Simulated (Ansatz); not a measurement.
# Fe (hcp type): how the settings move a relaxation

Aim: see which settings change the result for Fe (hcp type), by how much, and at what cost.

Program: Ansatz 0.2.0. Level of theory: reference: DFT, PBEsol, PAW with Ansatz's default frozen-core files, scalar-relativistic. These are calculated values, not measurements.

## (1) The starting structure

It takes space group P6_3/mmc (No. 194, hexagonal). Conventional cell: a = 2.255 Å, b = 2.255 Å, c = 3.567 Å, α = 90.00°, β = 90.00°, γ = 120.00°. Fe (site symmetry -6m2) has 12 Fe at 2.21 to 2.26 Å in its first shell of neighbours.

Coordinates:

```cif
data_structure
_symmetry_space_group_name_H-M 'P 1'
_symmetry_Int_Tables_number 1
_cell_length_a 2.2554
_cell_length_b 2.2554
_cell_length_c 3.5667
_cell_angle_alpha 90.000
_cell_angle_beta 90.000
_cell_angle_gamma 120.000
_cell_volume 15.71
loop_
_atom_site_label
_atom_site_type_symbol
_atom_site_fract_x
_atom_site_fract_y
_atom_site_fract_z
_atom_site_occupancy
Fe1 Fe 0.33333 0.66667 0.25000 1
Fe2 Fe 0.66667 0.33333 0.75000 1
```

## (2) Reference

Input file input.yaml:

```yaml
crystal:
  lattice:
    - [2.2553747037, 0.0, 0.0]
    - [-1.1276873518, 1.9532117885, 0.0]
    - [0.0, 0.0, 3.5666760456]
  atoms:
    - { symbol: Fe, position: [0.3333333333, 0.6666666667, 0.25], spin: 2.5 }
    - { symbol: Fe, position: [0.6666666667, 0.3333333333, 0.75], spin: 2.5 }
magnetization:
  spin_polarized: true
kpoints:
  mp_grid: { grid: [19, 19, 11] }
scf:
  occupations: { method: fermi_dirac, width: 0.08 }
hamiltonian:
  xc: pbesol
  pseudopotentials: { kind: paw }
output:
  forces: true
  stress: true
  write_density: true
  write_potential: true
  elf: true
  volumetric_format: npy
relax:
  f_tol: 0.005
  max_steps: 30
  cell: { stress_tol: 0.11, fix: [volume] }
```

Launch:

```console
> ansatz run input.yaml --threads 1 --pin off --max-ram 3072MiB --backend cpu --events-out ev --progress --plain --runs-dir out
```

## (3) Changed: chi_scale 0.1

input.yaml, as its differences from that of step 2:

```diff
@@ -14,2 +14,3 @@
   occupations: { method: fermi_dirac, width: 0.08 }
+  initial_density: { chi_scale: 0.1 }
 hamiltonian:
```

Before running it: what results should come out? Wanted: for each run, ending; energy change; pressure; gap; force.

As calculated:

| run | ending | energy change | pressure (GPa) | gap (eV) | force (eV/Å) | cycles | time |
| --- | --- | --- | --- | --- | --- | --- | --- |
| reference | converged | 0 | 119.1 | 0.00 | 0.00 | 30 | 19 s |
| 1: chi_scale 0.1 | converged | 0.0 meV/atom | 119.1 | 0.00 | 0.00 | 30 | 19 s |

What this shows: Energy and cycle count are those of the reference, so the change (start) left the result and the number of cycles as they were. The structure is not at rest: the sound run finds 119 GPa, so these are no properties of the relaxed crystal. 
